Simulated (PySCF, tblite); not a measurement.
# C5H14NPSi2: geometry, infrared bands and NMR shifts

Aim: predict the infrared bands and NMR shifts of C5H14NPSi2 (`C=C(C)[Si@@H]1CC[Si@@H](P)N1`).

The runs use tblite 0.8.0 and PySCF 2.14.0, with density-fitted response routines of our own; the level of theory stands in each step. All values are computed, except where a source is named. Atoms are numbered from 0 throughout.

## 1. Starting geometry

23 atoms, charge 0, multiplicity 1; geometry from: force field or distance geometry start.

Bonds of the start (Å): C0–C1 1.33, C1–C2 1.49, C1–Si3 1.85, Si3–C4 1.87, C4–C5 1.53, C5–Si6 1.87, Si6–P7 2.19, Si6–N8 1.80, N8–Si3 1.80, C0–H9 1.07, C0–H10 1.10, C2–H11 1.10, C2–H12 1.12, C2–H13 1.11, Si3–H14 1.49, C4–H15 1.10, C4–H16 1.10, C5–H17 1.11, C5–H18 1.10, Si6–H19 1.45, P7–H20 1.43, P7–H21 1.45, N8–H22 1.02.

## 2. Relaxing the molecule with GFN2-xTB

Job settings and geometry (Å):

```
{"job": {"kind": "relax", "xc": "GFN2-xTB", "basis": "xTB"}, "charge": 0, "multiplicity": 1}
C     -2.510000    -1.423800     0.275600
C     -2.131500    -0.148600     0.350400
C     -3.149100     0.889800     0.025000
Si    -0.416200     0.319300     0.853600
C      0.405400     1.453700    -0.383200
C      1.870400     1.199900    -0.028100
Si     1.901300    -0.655700    -0.269800
P      3.846100    -1.571600     0.137800
N      0.650200    -1.130100     0.932200
H     -1.837900    -2.224700     0.508500
H     -3.538000    -1.662400    -0.024400
H     -2.626100     1.793300    -0.330500
H     -3.670300     1.109300     0.989600
H     -3.804600     0.461100    -0.762100
H     -0.446400     1.035100     2.158000
H      0.209400     1.016700    -1.378800
H      0.109100     2.504300    -0.273900
H      1.964900     1.471900     1.048600
H      2.571800     1.734300    -0.684600
H      1.396600    -0.891600    -1.613800
H      4.935100    -0.656200     0.248000
H      4.066200    -2.602700    -0.862600
H      0.198900    -1.994400     0.640300
```

The run is started by

```
> OMP_NUM_THREADS=1 python probes_run.py task.json out
```

The driver reads the jobs from task.json and runs them one after another.

**Question.** This job is followed by: GFN2-xTB harmonic vibrations, gas phase; GIAO PBE0/pcSseg-1 NMR shielding, non-relativistic, gas phase. What will the session give for the following? strongest single infrared mode (GFN2-xTB); zero-point energy (GFN2-xTB); 13C shifts against TMS (PBE0/pcSseg-1); 1H shifts against TMS (PBE0/pcSseg-1, means over atoms taken as alike); 29Si shifts against TMS (PBE0/pcSseg-1); 31P shifts against H3PO4 (PBE0/pcSseg-1); 15N shifts against NH3 (PBE0/pcSseg-1); surface potential, 1st and 99th percentile.

The runs gave:

| quantity | value |
| --- | --- |
| strongest single infrared mode (GFN2-xTB) | 2174 cm⁻¹, 361 km/mol |
| zero-point energy (GFN2-xTB) | 109.8 kcal/mol |
| 13C shifts against TMS (PBE0/pcSseg-1) | 154.1, 132.0, 25.3, 13.9, 11.6 ppm |
| 1H shifts against TMS (PBE0/pcSseg-1, means over atoms taken as alike) | 6.05, 5.80, 5.78, 5.21, 1.94, 1.38, 1.30, 1.09, 0.94, 0.77, 0.07 ppm |
| 29Si shifts against TMS (PBE0/pcSseg-1) | -0.7, -7.9 ppm |
| 31P shifts against H3PO4 (PBE0/pcSseg-1) | -291.8 ppm |
| 15N shifts against NH3 (PBE0/pcSseg-1) | 26.4 ppm |
| surface potential, 1st and 99th percentile | -0.98 V and 1.26 V |

In words: Relaxing lowered the energy by 1.659 eV in 194 steps; the close pair that moved most is Si6–N8, from 1.799 to 1.727 Å. All 63 modes are real, so the xTB geometry is a minimum. The strongest single mode, at 2174 cm⁻¹, moves mainly H14. Unscaled tight-binding wavenumbers are off by several per cent, some by more. Its intensities can rank the bands wrongly. The most deshielded carbon is C1 (fully substituted alkene carbon), at 154.1 ppm: an sp2 carbon of a C=C bond. At PBE0/pcSseg-1: The largest span, 254 ppm, is at C1, where the paramagnetic term is -234 ppm.
